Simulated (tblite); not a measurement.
# C6H14GeSi: the cost of one run

Computed with tblite 0.8.0 and PySCF 2.14.0, with density-fitted response routines of our own, on a single molecule in the gas phase. Atoms count from 0, in the outputs and in this text.

### 1 The molecule as given

22 atoms, charge 0, multiplicity 1; geometry from: force field or distance geometry start.

Bonds of the start (Å): C0–Ge1 1.93, Ge1–C2 1.95, C2–C3 1.48, C3–C4 1.51, C4–C5 1.47, C5–C6 1.23, C6–Si7 1.83, C0–H8 1.12, C0–H9 1.13, C0–H10 1.10, Ge1–H11 1.56, Ge1–H12 1.54, C2–H13 1.10, C2–H14 1.11, C3–H15 1.12, C3–H16 1.12, C4–H17 1.12, C4–H18 1.11, Si7–H19 1.47, Si7–H20 1.47, Si7–H21 1.47.

### 2 Relaxing the molecule with GFN2-xTB

The job: settings as JSON, then the geometry in Å.

```
{"job": {"kind": "relax", "xc": "GFN2-xTB", "basis": "xTB"}, "charge": 0, "multiplicity": 1}
C     -3.761200     0.625800    -0.054500
Ge    -1.979500     0.010000    -0.482100
C     -0.677500     0.465300     0.900900
C     -0.017500    -0.724800     1.493900
C      0.744000    -1.564700     0.494000
C      1.790900    -0.759600    -0.154200
C      2.661300    -0.088000    -0.696900
Si     3.971000     0.921600    -1.470900
H     -3.894800     1.698400    -0.356800
H     -4.530500     0.069800    -0.670000
H     -4.040200     0.448700     0.996500
H     -1.982100    -1.525700    -0.748200
H     -1.537400     0.732500    -1.764700
H     -1.217300     1.022900     1.679900
H      0.093000     1.127400     0.450400
H     -0.704400    -1.375400     2.088200
H      0.729400    -0.354400     2.238100
H      1.294700    -2.382300     1.016300
H      0.078600    -1.986500    -0.287700
H      4.690700     0.113700    -2.462600
H      4.876900     1.458500    -0.439600
H      3.401400     2.086200    -2.171600
```

Command:

```
$ OMP_NUM_THREADS=1 python probes_run.py task.json out
```

One launch serves the whole session: the jobs run in the order shown.

Q: Estimate the wall time and peak memory of this first job on 1 thread of Arm Neoverse V1, shared host.

About 1.8 s, with a peak of 0.18 GiB.
